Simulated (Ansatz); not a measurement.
# Tc12Se: the cost of one run

Program: Ansatz 0.2.0. Level of theory: DFT PBEsol, plane waves, PAW, scalar-relativistic, no spin polarisation. These are calculated values, not measurements.

## 1. The structure to begin with

The cell holds 13 atoms (SeTc12): a = 5.480 Å, b = 5.480 Å, c = 17.395 Å, α = 90.00°, β = 90.00°, γ = 60.00°.

Coordinates:

```
Tc Se
1.0
     5.48000    0.00000    0.00000
     2.74000    4.74582    0.00000
     0.00000    0.00000   17.39496
Tc Se
12 1
Direct
  0.00000 0.00000 0.05749
  0.50000 0.00000 0.05749
  0.00000 0.50000 0.05749
  0.50000 0.50000 0.05749
  0.83333 0.33333 0.18382
  0.33333 0.33333 0.18382
  0.83333 0.83333 0.18382
  0.33333 0.83333 0.18382
  0.00000 0.00000 0.31015
  0.50000 0.00000 0.31015
  0.00000 0.50000 0.31015
  0.50000 0.50000 0.31015
  0.84654 0.81869 0.44064
```

## 2. End point A

File input.yaml:

```yaml
crystal:
  lattice:
    - [5.48, 0.0, 0.0]
    - [2.74, 4.745819, 0.0]
    - [0.0, 0.0, 17.39496]
  atoms:
    - { symbol: Tc, position: [0.0, 0.0, 0.0574879] }
    - { symbol: Tc, position: [0.5, 0.0, 0.0574879] }
    - { symbol: Tc, position: [0.0, 0.5, 0.0574879] }
    - { symbol: Tc, position: [0.5, 0.5, 0.0574879] }
    - { symbol: Tc, position: [-0.1666667, 0.3333333, 0.1838165] }
    - { symbol: Tc, position: [0.3333333, 0.3333333, 0.1838165] }
    - { symbol: Tc, position: [-0.1666667, 0.8333333, 0.1838165] }
    - { symbol: Tc, position: [0.3333333, 0.8333333, 0.1838165] }
    - { symbol: Tc, position: [0.0, 0.0, 0.310145] }
    - { symbol: Tc, position: [0.5, 0.0, 0.310145] }
    - { symbol: Tc, position: [0.0, 0.5, 0.310145] }
    - { symbol: Tc, position: [0.5, 0.5, 0.310145] }
    - { symbol: Se, position: [0.8465433, 0.8186888, 0.4406426] }
basis:
  ecutwfc: 600.0
kpoints:
  mp_grid: { grid: [4, 4, 1] }
hamiltonian:
  xc: pbesol
scf:
  occupations: { method: gaussian, width: 0.05 }
  lower_state_search: "off"
relax:
  f_tol: 0.03
  max_steps: 60
  adjacent_minimum: "off"
  constraints: [{ sites: [0, 1, 2, 3] }]
output:
  write_density: true
  write_potential: true
  elf: true
  volumetric_format: npy
```

Run with:

```bash
$ ansatz run input.yaml --threads 4 --pin off --max-ram 10240MiB --backend cpu --events-out ev --progress --plain --runs-dir out
```

Q: Estimate wall time and peak memory on 4 threads of Intel Xeon Platinum 8488C (Sapphire Rapids), shared host.

About 86 s, with a peak of 2.5 GiB.
